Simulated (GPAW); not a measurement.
The system is NiMoIrPdW.

```
Ni Mo Pd Ir W
1.0
     4.11705    0.00000    0.00000
    -2.05853    3.56547    0.00000
     0.00000    0.00000    5.44580
Ni Mo Pd Ir W
1 1 1 1 1
Direct
  0.00000 0.00000 0.95775
  0.66667 0.33333 0.96161
  0.66667 0.33333 0.46295
  0.33333 0.66667 0.72572
  0.33333 0.66667 0.23642
```

The cell was built by a generator and needn't be a form met in nature.

Base run:

```yaml
Program: GPAW 26.7.0
Functional: revPBE
Potentials_or_basis: the program's PAW data sets (release 1.2.1) made for this functional
Cutoff: 600 eV
Basis: pw
k_mesh: 5 × 5 × 4
Occupations: fermi-dirac, width 0.05 eV
Spin: collinear spin, ferromagnetic start
Starting_moments: "[1.0, 1.0, 0.0, 0.6, 0.0] μB"
```

Its results: pressure 3.1 GPa; net moment 0.00 μB per cell; largest force 0.209 eV/Å.

Q: The run is repeated on the same cell with these changes: functional from revPBE to LDA. What comes out?

A: Pressure -13.4 GPa; net moment 0.00 μB per cell; largest force 0.136 eV/Å.

LDA binds more tightly than revPBE, so the same cell stands under less pressure.

Caveats: the stock nickel data set gives pressures a few GPa off other programs.
